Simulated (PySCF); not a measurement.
# MP2/def2-TZVPPD (core potential) run of SnBrF (SMILES [F][Sn][Br])

What is the energy change on altering one bond length of SnBrF at MP2/def2-TZVPPD (core potential)? Input form: a Python script.

The results are computed with PySCF 2.14.0.

2 further runs of the same task are left out: 1 for a known fault of the program, 1 set aside as unsound or not needed.

### Step 1. The structure to begin with

SnBrF: 3 atoms, total charge 0, spin state singlet. SMILES: `[F][Sn][Br]`. Geometry: relaxed at PBE0-D4/def2-TZVP.

Bond lengths: F1–Sn2 1.936 Å, Sn2–Br3 2.515 Å. Angles: F1–Sn2–Br3 97.3°.

### Step 2. Energy and gradient at MP2/def2-TZVPPD (core potential)

Contents of calc.py:

```python
from pyscf import gto, scf, mp

molecule = gto.M(
    atom='''
F     -1.782390     2.360079    -0.734914
Sn    -1.202811    -1.251944    -0.787638
Br     2.964413    -1.230590     1.497419
''',
    ecp={'Sn': 'def2-svp'},
    basis='def2-tzvppd',
    unit='bohr',
    charge=0,
    verbose=4,
    max_memory=1860,
)

hf = scf.RHF(molecule)
hf.kernel()

pt = mp.MP2(hf, frozen=14).run()
etot = pt.e_tot
print(f'total energy: {etot:.8f} hartree')
grad = pt.nuc_grad_method().kernel()
```

Launch:

```sh
$ OMP_NUM_THREADS=1 python calc.py
```

The program printed:

```text
PySCF version 2.14.0

[INPUT] num. atoms = 3
[INPUT] num. electrons = 66
[INPUT] charge = 0
[INPUT] spin (= nelec alpha-beta = 2S) = 0
[INPUT] symmetry False subgroup None
[INPUT] Mole.unit = bohr
[INPUT] Symbol           X                Y                Z      unit          X                Y                Z       unit  Magmom
[INPUT]  1 F     -0.943200168972   1.248900022771  -0.388899740786 AA   -1.782390000000   2.360079000000  -0.734914000000 Bohr   0.0
[INPUT]  2 Sn    -0.636500170244  -0.662500234148  -0.416800080055 AA   -1.202811000000  -1.251944000000  -0.787638000000 Bohr   0.0
[INPUT]  3 Br     1.568699803355  -0.651200183986   0.792400009999 AA    2.964413000000  -1.230590000000   1.497419000000 Bohr   0.0

nuclear repulsion = 265.687359599628
number of shells = 51
number of NR pGTOs = 264
number of NR cGTOs = 153
basis = def2-tzvppd
ecp = {'Sn': 'def2-svp'}

******** <class 'pyscf.scf.hf.RHF'> ********
method = RHF
initial guess = minao
damping factor = 0
level_shift factor = 0
DIIS = <class 'pyscf.scf.diis.CDIIS'>
diis_start_cycle = 1
diis_space = 8
diis_damp = 0
SCF conv_tol = 1e-09
SCF conv_tol_grad = None
SCF max_cycles = 50
direct_scf = True
direct_scf_tol = 1e-13
Set gradient conv threshold to 3.16228e-05
Initial guess from minao.
init E= -2846.66241055963
  HOMO = -0.654597638099641  LUMO = -0.496026595411952  gap/eV = 4.31494
cycle= 1 E= -2884.8187860643  delta_E= -38.2  |g|= 2.07  |ddm|= 31.4
  HOMO = -0.246837369668569  LUMO = 0.0268465346511483  gap/eV = 7.44732
cycle= 2 E= -2885.22892535471  delta_E= -0.41  |g|= 0.987  |ddm|= 4.42
  HOMO = -0.369517285241353  LUMO = -0.0176784441173323  gap/eV = 9.57402
cycle= 3 E= -2885.35713173433  delta_E= -0.128  |g|= 0.13  |ddm|= 1.09
  HOMO = -0.38103878067436  LUMO = -0.0165359877901111  gap/eV = 9.91863
cycle= 4 E= -2885.35999020208  delta_E= -0.00286  |g|= 0.0458  |ddm|= 0.164
  HOMO = -0.380559721850993  LUMO = -0.0154644371071622  gap/eV = 9.93475
cycle= 5 E= -2885.36034962747  delta_E= -0.000359  |g|= 0.0108  |ddm|= 0.0433
  HOMO = -0.381238597648116  LUMO = -0.0155703251591898  gap/eV = 9.95034
cycle= 6 E= -2885.36043382608  delta_E= -8.42e-05  |g|= 0.00463  |ddm|= 0.0313
  HOMO = -0.381362222926998  LUMO = -0.0154701885725975  gap/eV = 9.95643
cycle= 7 E= -2885.36044509004  delta_E= -1.13e-05  |g|= 0.00122  |ddm|= 0.0107
  HOMO = -0.381222822732232  LUMO = -0.0154286336453547  gap/eV = 9.95377
cycle= 8 E= -2885.36044705932  delta_E= -1.97e-06  |g|= 0.000331  |ddm|= 0.0048
  HOMO = -0.381201565346068  LUMO = -0.0154017097487275  gap/eV = 9.95392
cycle= 9 E= -2885.36044717487  delta_E= -1.16e-07  |g|= 0.000118  |ddm|= 0.00105
  HOMO = -0.381190647397224  LUMO = -0.0154020929859392  gap/eV = 9.95361
cycle= 10 E= -2885.36044718111  delta_E= -6.24e-09  |g|= 2.47e-05  |ddm|= 0.000217
  HOMO = -0.381187945307683  LUMO = -0.0154041267916207  gap/eV = 9.95348
cycle= 11 E= -2885.36044718169  delta_E= -5.78e-10  |g|= 7.86e-06  |ddm|= 8.07e-05
  HOMO = -0.381188222356318  LUMO = -0.0154039795211766  gap/eV = 9.95350
Extra cycle  E= -2885.36044718173  delta_E= -3.37e-11  |g|= 3.75e-06  |ddm|= 1.29e-05
converged SCF energy = -2885.36044718173

******** <class 'pyscf.mp.mp2.RMP2'> ********
nocc = 19, nmo = 139
frozen orbitals 14
E(RMP2) = -2886.19239857065  E_corr = -0.831951388927725
E(SCS-RMP2) = -2886.13489787966  E_corr = -0.774450697929211
E_corr(same-spin) = -0.258335733212376
E_corr(oppo-spin) = -0.573615655715349
total energy: -2886.19239857 hartree
--------------- RMP2 gradients ---------------
         x                y                z
0 F    -0.0000156335    -0.0004516281    -0.0000548554
1 Sn    -0.0030869499     0.0005122036    -0.0016385778
2 Br     0.0031025834    -0.0000605755     0.0016934332
----------------------------------------------
```

Wall time 89 s (1 thread of Arm Neoverse V1, shared host); peak memory 2 GiB.

### Step 3. The distorted shape

Contents of input.py:

```python
import pyscf.grad
from pyscf import gto, mp

system = gto.M(
    atom='''
F     -2.199112     2.357944    -0.963420
Sn    -1.619533    -1.254079    -1.016144
Br     2.964413    -1.230590     1.497419
''',
    ecp={'Sn': 'def2-svp'},
    unit='bohr',
    charge=0,
    spin=0,
    max_memory=1860,
    verbose=4,
    basis='def2-tzvppd',
)

mf = system.RHF()
mf.kernel()

pt = mp.MP2(mf, frozen=14).run()
e_tot = pt.e_tot
print('E(%s) = %.9f' % ('MP2', e_tot))
grad = pt.Gradients().kernel()
```

Launch:

```sh
$ OMP_NUM_THREADS=1 python input.py
```

The program printed:

```text
PySCF version 2.14.0

[INPUT] num. atoms = 3
[INPUT] num. electrons = 66
[INPUT] charge = 0
[INPUT] spin (= nelec alpha-beta = 2S) = 0
[INPUT] symmetry False subgroup None
[INPUT] Mole.unit = bohr
[INPUT] Symbol           X                Y                Z      unit          X                Y                Z       unit  Magmom
[INPUT]  1 F     -1.163719954661   1.247770229426  -0.509819908545 AA   -2.199112000000   2.357944000000  -0.963420000000 Bohr   0.0
[INPUT]  2 Sn    -0.857019955933  -0.663630027493  -0.537720247813 AA   -1.619533000000  -1.254079000000  -1.016144000000 Bohr   0.0
[INPUT]  3 Br     1.568699803355  -0.651200183986   0.792400009999 AA    2.964413000000  -1.230590000000   1.497419000000 Bohr   0.0

nuclear repulsion = 248.05505266592
number of shells = 51
number of NR pGTOs = 264
number of NR cGTOs = 153
basis = def2-tzvppd
ecp = {'Sn': 'def2-svp'}

******** <class 'pyscf.scf.hf.RHF'> ********
method = RHF
initial guess = minao
damping factor = 0
level_shift factor = 0
DIIS = <class 'pyscf.scf.diis.CDIIS'>
diis_start_cycle = 1
diis_space = 8
diis_damp = 0
SCF conv_tol = 1e-09
SCF conv_tol_grad = None
SCF max_cycles = 50
direct_scf = True
direct_scf_tol = 1e-13
Set gradient conv threshold to 3.16228e-05
[... 1 set-up line as earlier in the session ...]
init E= -2846.52028369512
  HOMO = -0.620906628403332  LUMO = -0.504099201661319  gap/eV = 3.17849
cycle= 1 E= -2884.84441536183  delta_E= -38.3  |g|= 2.03  |ddm|= 31.4
  HOMO = -0.273106439595637  LUMO = 0.0345349374961055  gap/eV = 8.37135
cycle= 2 E= -2885.23619380473  delta_E= -0.392  |g|= 0.934  |ddm|= 4.36
  HOMO = -0.366346829754919  LUMO = -0.0310704734726595  gap/eV = 9.12333
cycle= 3 E= -2885.34870727735  delta_E= -0.113  |g|= 0.131  |ddm|= 1.06
  HOMO = -0.381898180037445  LUMO = -0.0298779355081601  gap/eV = 9.57896
cycle= 4 E= -2885.35158840154  delta_E= -0.00288  |g|= 0.0463  |ddm|= 0.156
  HOMO = -0.381275275594568  LUMO = -0.0289862489499074  gap/eV = 9.58627
cycle= 5 E= -2885.35195366304  delta_E= -0.000365  |g|= 0.0106  |ddm|= 0.0404
  HOMO = -0.38196468708017  LUMO = -0.0290903472342745  gap/eV = 9.60220
cycle= 6 E= -2885.35204262271  delta_E= -8.9e-05  |g|= 0.00472  |ddm|= 0.0299
  HOMO = -0.382136100855487  LUMO = -0.0289509161394576  gap/eV = 9.61066
cycle= 7 E= -2885.3520544717  delta_E= -1.18e-05  |g|= 0.00123  |ddm|= 0.0099
  HOMO = -0.381982933968395  LUMO = -0.0288899530718924  gap/eV = 9.60815
cycle= 8 E= -2885.3520567373  delta_E= -2.27e-06  |g|= 0.000374  |ddm|= 0.00467
  HOMO = -0.381983014369329  LUMO = -0.0288457892185287  gap/eV = 9.60935
cycle= 9 E= -2885.35205692525  delta_E= -1.88e-07  |g|= 0.000135  |ddm|= 0.00135
  HOMO = -0.381965678067411  LUMO = -0.0288424686884365  gap/eV = 9.60897
cycle= 10 E= -2885.35205693685  delta_E= -1.16e-08  |g|= 3.12e-05  |ddm|= 0.000312
  HOMO = -0.381962040441245  LUMO = -0.0288432981656268  gap/eV = 9.60885
cycle= 11 E= -2885.352056938  delta_E= -1.15e-09  |g|= 9.54e-06  |ddm|= 0.000118
  HOMO = -0.381962449219  LUMO = -0.0288431276165978  gap/eV = 9.60887
cycle= 12 E= -2885.35205693807  delta_E= -7.14e-11  |g|= 3e-06  |ddm|= 2.29e-05
  HOMO = -0.38196228135256  LUMO = -0.0288433097650052  gap/eV = 9.60886
Extra cycle  E= -2885.35205693808  delta_E= -5e-12  |g|= 1.5e-06  |ddm|= 5.5e-06
converged SCF energy = -2885.35205693808

******** <class 'pyscf.mp.mp2.RMP2'> ********
nocc = 19, nmo = 139
frozen orbitals 14
E(RMP2) = -2886.18207718556  E_corr = -0.830020247485291
E(SCS-RMP2) = -2886.12556549578  E_corr = -0.773508557697366
E_corr(same-spin) = -0.25674892994421
E_corr(oppo-spin) = -0.57327131754108
E(MP2) = -2886.182077186
--------------- RMP2 gradients ---------------
         x                y                z
0 F    -0.0000569788     0.0036489315     0.0003427954
1 Sn    -0.0300903512    -0.0042198542    -0.0169164805
2 Br     0.0301473300     0.0005709227     0.0165736850
----------------------------------------------
```

Run time: 2 min. Hardware: 1 thread of Arm Neoverse V1, shared host; peak memory 2 GiB.

### Step 4. What came out

At MP2/def2-TZVPPD (core potential), 14 core orbitals frozen:

| quantity | value |
| --- | --- |
| first shape: total energy | -2886.19240 Eh |
| first shape: dipole moment (Hartree–Fock density) | 3.60 D |
| first shape: HOMO energy (Hartree–Fock orbitals) | -10.37 eV |
| first shape: LUMO energy (Hartree–Fock orbitals) | -0.42 eV |
| first shape: HOMO–LUMO gap (Hartree–Fock orbitals) | 9.95 eV |
| first shape: correlation energy (14 core orbitals frozen) | -832.0 mEh |
| first shape: largest force on an atom | 0.182 eV/Å |
| distorted shape: total energy | -2886.18208 Eh |
| distorted shape: dipole moment (Hartree–Fock density) | 5.00 D |
| distorted shape: HOMO energy (Hartree–Fock orbitals) | -10.39 eV |
| distorted shape: LUMO energy (Hartree–Fock orbitals) | -0.78 eV |
| distorted shape: HOMO–LUMO gap (Hartree–Fock orbitals) | 9.61 eV |
| distorted shape: correlation energy (14 core orbitals frozen) | -830.0 mEh |
| distorted shape: largest force on an atom | 1.788 eV/Å |
| energy change with the Sn2–Br3 bond stretched from 2.515 to 2.766 Å | 0.281 eV |

**Reading.** With the Sn2–Br3 bond stretched from 2.515 to 2.766 Å the energy rises by 0.28 eV (27.1 kJ/mol). The first shape isn't relaxed at this level, so the change isn't measured from a minimum. Mulliken charges (distorted shape) of the mean-field density run from -0.62 on F1 to +1.07 on Sn2; in a basis this large or diffuse they mean little.
